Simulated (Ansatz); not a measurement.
**C₃H₇FSn: how energies converge with the basis set**

The task here is to estimate one member of a computed series from the others.

Computed with Ansatz 0.2.0, Gaussian basis. Level: one geometry, several basis sets.

The runs, in order: PBE0-D4/def2-SVP; ωB97M-V/def2-SVP; PBE0-D4/def2-QZVPP; ωB97M-V/def2-QZVPP; the functionals' def2-TZVPP values are taken from earlier runs.

## The relaxed structure

An earlier PBE0-D4 in a triple-zeta def2 set relaxation fixed the geometry. Sn takes the def2 core potential; no spin-orbit term is included.

SMILES `C=[CH][SnH]([CH3])[F]`, 12 atoms, charge 0, spin multiplicity 1.

Atoms are counted from 1 here; the program's logs count them from 0.

Bond lengths: C1–C2 1.328 Å, C1–H6 1.088 Å, C1–H7 1.087 Å, C2–Sn3 2.117 Å, C2–H8 1.087 Å, Sn3–C4 2.126 Å, Sn3–F5 1.936 Å, Sn3–H9 1.708 Å, C4–H10 1.090 Å, C4–H11 1.090 Å, C4–H12 1.091 Å. Angles: C2–C1–H6 121.9°, C2–C1–H7 122.5°, H6–C1–H7 115.6°, C1–C2–Sn3 121.7°, C1–C2–H8 119.2°, Sn3–C2–H8 119.1°, C2–Sn3–C4 112.4°, C2–Sn3–F5 105.3°, C2–Sn3–H9 114.2°, C4–Sn3–F5 104.8°, C4–Sn3–H9 115.4°, F5–Sn3–H9 103.1°, Sn3–C4–H10 109.5°, Sn3–C4–H11 109.1°, Sn3–C4–H12 110.7°, H10–C4–H11 109.1°, H10–C4–H12 109.4°, H11–C4–H12 109.1°.

The first run:

in.yaml

```yaml
crystal:
  periodic: [false, false, false]
  atoms:
    - {symbol: C, position_ang: [-2.044548, -0.400629, -0.066999]}
    - {symbol: C, position_ang: [-1.328618, 0.118828, 0.923564]}
    - {symbol: Sn, position_ang: [0.774891, 0.315301, 0.790179]}
    - {symbol: C, position_ang: [1.520616, -0.224112, -1.126013]}
    - {symbol: F, position_ang: [1.121786, 2.213675, 0.940764]}
    - {symbol: H, position_ang: [-3.125107, -0.505392, -0.002365]}
    - {symbol: H, position_ang: [-1.594409, -0.744748, -0.994689]}
    - {symbol: H, position_ang: [-1.834618, 0.448908, 1.827288]}
    - {symbol: H, position_ang: [1.626219, -0.340818, 2.118074]}
    - {symbol: H, position_ang: [0.955914, 0.299876, -1.897001]}
    - {symbol: H, position_ang: [2.569322, 0.063896, -1.195009]}
    - {symbol: H, position_ang: [1.435655, -1.299883, -1.283695]}
basis:
  gaussian: {orbitals: def2-SVP}
hamiltonian: {xc: pbe0, dispersion: d4}
output: {orbitals: {seedname: orbitals}}
```

Steps of the session up to this table: PBE0-D4 in def2-SVP; ωB97M-V in def2-SVP; PBE0-D4 in def2-QZVPP; ωB97M-V in def2-QZVPP.

One table of the session follows, with a row left open; its other results are not shown here.

It belongs to the step «Functionals by basis». 

| functional | basis | HOMO (eV) |
| --- | --- | --- |
| PBE0-D4 | def2-SVP | ? |
| PBE0-D4 | def2-TZVPP | -8.28 |
| PBE0-D4 | def2-QZVPP | -8.29 |
| ωB97M-V | def2-SVP | -10.40 |
| ωB97M-V | def2-TZVPP | -10.48 |
| ωB97M-V | def2-QZVPP | -10.49 |

Estimate the missing values for PBE0-D4, def2-SVP.

The run gave: HOMO (eV): -8.21. In the column «HOMO (eV)» it is the highest.
